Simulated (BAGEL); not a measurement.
# InH2OF (SMILES [OH][InH][F]): a chain of runs

Aim: the energy (HF/ANO-RCC-VDZP), then a single-point energy (NEVPT2(2,2)/ANO-RCC-VDZP) of InH2OF. 

The calculation is run with BAGEL 1.2.2.

2 further runs of the same task are left out: 2 set aside as unsound or not needed.

## Step 1: The system as given

InH2OF: 5 atoms, total charge 0, spin state singlet. As SMILES, `[OH][InH][F]`. Geometry: relaxed at PBE0-D4/def2-TZVP. This is one conformer, not always the lowest.

Bond lengths: O1–In2 1.966 Å, In2–F3 1.944 Å, O1–H4 0.960 Å, In2–H5 1.691 Å. Angles: O1–In2–F3 106.4°, O1–In2–H5 133.9°, F3–In2–H5 119.7°, In2–O1–H4 113.6°.

## Step 2: The energy at HF/ANO-RCC-VDZP (DKH2, density fitting with AutoAux) (run 1)

Input file job.json:

```json
{ "bagel" : [

{
  "title" : "molecule",
  "basis" : "ano-rcc-vdzp.json",
  "df_basis" : "ano-rcc-vdzp-autoaux.json",
  "angstrom" : true,
  "dkh" : true,
  "geometry" : [
    { "atom" : "O", "xyz" : [   -1.279517,   -0.345870,   -0.577414 ] },
    { "atom" : "In", "xyz" : [    0.480083,    0.042530,    0.209986 ] },
    { "atom" : "F", "xyz" : [    1.185883,   -1.654670,    0.841486 ] },
    { "atom" : "H", "xyz" : [   -1.725200,    0.429800,   -0.925700 ] },
    { "atom" : "H", "xyz" : [    1.388483,    1.454730,    0.410186 ] }
  ]
},
{ "title" : "hf" },
{ "title" : "print", "file" : "orbitals.molden", "orbitals" : true }

]}
```

The basis set ANO-RCC-VDZP is read from a file made from the Basis Set Exchange's data (not shown).

Started as:

```sh
$ BAGEL_NUM_THREADS=1 BAGEL job.json > job.out
```

What it wrote:

```text
* using 1 threads per process

  ===============================================================
  ===============================================================

  *** Geometry ***

  { "atom" : "O", "xyz" : [     -2.417937,     -0.653600,     -1.091154 ] },
  { "atom" : "In", "xyz" : [      0.907225,      0.080370,      0.396816 ] },
  { "atom" : "F", "xyz" : [      2.240994,     -3.126873,      1.590178 ] },
  { "atom" : "H", "xyz" : [     -3.260156,      0.812204,     -1.749319 ] },
  { "atom" : "H", "xyz" : [      2.623853,      2.749041,      0.775139 ] },

  Number of auxiliary basis functions:      948

  Since a DF basis is specified, we compute 2- and 3-index integrals:
    o Being stored without compression. Storage requirement is 0.050 GB

  Number of basis functions:       81
  Number of electrons      :       68

    * METHOD: MOLECULE                             2.55

  *** RHF ***

  === Nuclear Repulsion ===
   271.9119297294

      * DIIS with orbital gradients will be used.

  === RHF iteration (ano-rcc-vdzp.json) ===
      0      -6052.30861722          0.03124709           0.39
      1      -6052.44270315          0.02846297           0.38
      2      -6052.77080685          0.00182574           0.38
      3      -6052.77274758          0.00087268           0.38
      4      -6052.77314464          0.00018191           0.38
      5      -6052.77317322          0.00007643           0.38
      6      -6052.77317804          0.00003067           0.38
      7      -6052.77317938          0.00000997           0.38
      8      -6052.77317949          0.00000418           0.38
      9      -6052.77317950          0.00000109           0.38
     10      -6052.77317950          0.00000058           0.38
     11      -6052.77317950          0.00000023           0.38
     12      -6052.77317950          0.00000012           0.38
     13      -6052.77317951          0.00000004           0.38
     14      -6052.77317950          0.00000002           0.38
     15      -6052.77317950          0.00000001           0.38
    * SCF iteration converged.

    * Permanent dipole moment:
           (   -0.072914,    -1.992298,     0.304064) a.u.

    * METHOD: HF                                   8.11

    * METHOD: PRINT                                0.03

  ===============================================================
```

Wall time 11 s (1 thread of Arm Neoverse N1, shared host); peak memory 0.21 GiB.

## Step 3: A single-point energy at NEVPT2(2,2)/ANO-RCC-VDZP (DKH2, density fitting with AutoAux) (run 2)

Input file input.json:

```json
{ "bagel" : [

{
  "title" : "molecule",
  "basis" : "ano-rcc-vdzp.json",
  "df_basis" : "ano-rcc-vdzp-autoaux.json",
  "angstrom" : true,
  "dkh" : true,
  "geometry" : [
    { "atom" : "O", "xyz" : [      -1.279517,      -0.345870,      -0.577414 ] },
    { "atom" : "In", "xyz" : [       0.480083,       0.042530,       0.209986 ] },
    { "atom" : "F", "xyz" : [       1.185883,      -1.654670,       0.841486 ] },
    { "atom" : "H", "xyz" : [      -1.725200,       0.429800,      -0.925700 ] },
    { "atom" : "H", "xyz" : [       1.388483,       1.454730,       0.410186 ] }
  ]
},

{
  "title" : "hf"
},

{
  "title" : "nevpt2",
  "nstate" : 1,
  "nact" : 2,
  "nclosed" : 33,
  "nspin" : 0,
  "active" : [28, 42],
  "maxiter" : 200,
  "natocc" : true,
  "ncore" : 20
},

{
  "title" : "print",
  "file" : "orbitals.molden",
  "orbitals" : true
}

]}
```

The basis set ANO-RCC-VDZP is read from a file made from the Basis Set Exchange's data (not shown).

Started as:

```sh
$ BAGEL_NUM_THREADS=1 BAGEL input.json > input.out
```

What it wrote:

```text
* using 1 threads per process

  ===============================================================
  ===============================================================

  *** Geometry ***

  { "atom" : "O", "xyz" : [     -2.417937,     -0.653600,     -1.091154 ] },
  { "atom" : "In", "xyz" : [      0.907225,      0.080370,      0.396816 ] },
  { "atom" : "F", "xyz" : [      2.240994,     -3.126873,      1.590178 ] },
  { "atom" : "H", "xyz" : [     -3.260156,      0.812204,     -1.749319 ] },
  { "atom" : "H", "xyz" : [      2.623853,      2.749041,      0.775139 ] },

  Number of auxiliary basis functions:      948

  Since a DF basis is specified, we compute 2- and 3-index integrals:
    o Being stored without compression. Storage requirement is 0.050 GB

  Number of basis functions:       81
  Number of electrons      :       68

    * METHOD: MOLECULE                             2.55

  *** RHF ***

  === Nuclear Repulsion ===
   271.9119297294

      * DIIS with orbital gradients will be used.

  === RHF iteration (ano-rcc-vdzp.json) ===
      0      -6052.30861722          0.03124709           0.39
      1      -6052.44270315          0.02846297           0.38
      2      -6052.77080685          0.00182574           0.38
      3      -6052.77274758          0.00087268           0.38
      4      -6052.77314464          0.00018191           0.38
      5      -6052.77317322          0.00007643           0.38
      6      -6052.77317804          0.00003067           0.38
      7      -6052.77317938          0.00000997           0.38
      8      -6052.77317949          0.00000418           0.38
      9      -6052.77317950          0.00000109           0.38
     10      -6052.77317950          0.00000058           0.38
     11      -6052.77317950          0.00000023           0.38
     12      -6052.77317950          0.00000012           0.38
     13      -6052.77317951          0.00000004           0.38
     14      -6052.77317950          0.00000002           0.38
     15      -6052.77317950          0.00000001           0.38
    * SCF iteration converged.

    * Permanent dipole moment:
           (   -0.072914,    -1.992298,     0.304064) a.u.

    * METHOD: HF                                   8.11

    * freezing 20 orbitals
  ---------------------------
      CASSCF calculation
  ---------------------------

    ==== Active orbitals : =====
         Orbital 28
         Orbital 42
    ============================

    * nstate   :      1
    * nclosed  :     33
    * nact     :      2
    * nvirt    :     46
  === CASSCF iteration (ano-rcc-vdzp.json) ===

    * Using the second-order algorithm

      0  0     -6052.77422081     1.98e-04      0.14

      1  0     -6052.78161907     8.16e-04      1.69

      2  0     -6052.79005839     7.65e-04      1.72

      3  0     -6052.79339995     1.81e-04      1.82

      4  0     -6052.79352417     1.04e-04      1.89

      5  0     -6052.79353115     4.62e-05      1.85

      6  0     -6052.79353169     1.81e-05      1.88

      7  0     -6052.79353176     6.77e-06      1.94

      8  0     -6052.79353176     2.47e-06      1.93

      9  0     -6052.79353176     8.94e-07      1.96

     10  0     -6052.79353176     3.22e-07      1.85

     11  0     -6052.79353176     1.16e-07      1.82

     12  0     -6052.79353177     4.15e-08      1.79

     13  0     -6052.79353177     1.50e-08      1.55

     14  0     -6052.79353176     5.23e-09      1.59

    * Second-order optimization converged. *

     guess   0:   closed 1.                   open ..

  === FCI iteration ===

      0  0     -6052.77291220     1.03e-01      0.00
      1  0     -6052.79351074     2.53e-03      0.00
      2  0 *   -6052.79353177     7.36e-16      0.00

     * ci vector, state   0, <S^2> = 0.0000
       2.     0.9950194136
       .2    -0.0996813252

  === DF-NEVPT2 calculation ===

    * 3-index integral transformation done
    * assembly done

      NEVPT2 correlation energy:   -0.8352932241      0.22

          (+0)     -0.6977513343
          (+0)'    -0.0922179423
          (+1)     -0.0053650768
          (+1)'    -0.0000028148
          (+2)     -0.0004781680
          (-1)     -0.0330578895
          (-1)'    -0.0001035516
          (-2)     -0.0063164468

      NEVPT2 total energy:       -6053.6288249879

    * METHOD: NEVPT2                              27.98

    * METHOD: PRINT                                0.03

  ===============================================================
```

Run time: 39 s. Hardware: 1 thread of Arm Neoverse N1, shared host; peak memory 0.24 GiB.

## Step 4: Outcome

| quantity | value |
| --- | --- |
| run 1, HF/ANO-RCC-VDZP: total energy | -6052.77318 Eh |
| run 1, HF/ANO-RCC-VDZP: dipole moment | 5.13 D |
| run 1, HF/ANO-RCC-VDZP: HOMO energy | -12.88 eV |
| run 1, HF/ANO-RCC-VDZP: LUMO energy | 1.03 eV |
| run 1, HF/ANO-RCC-VDZP: HOMO–LUMO gap | 13.91 eV |
| run 2, NEVPT2(2,2)/ANO-RCC-VDZP: total energy | -6053.62882 Eh |
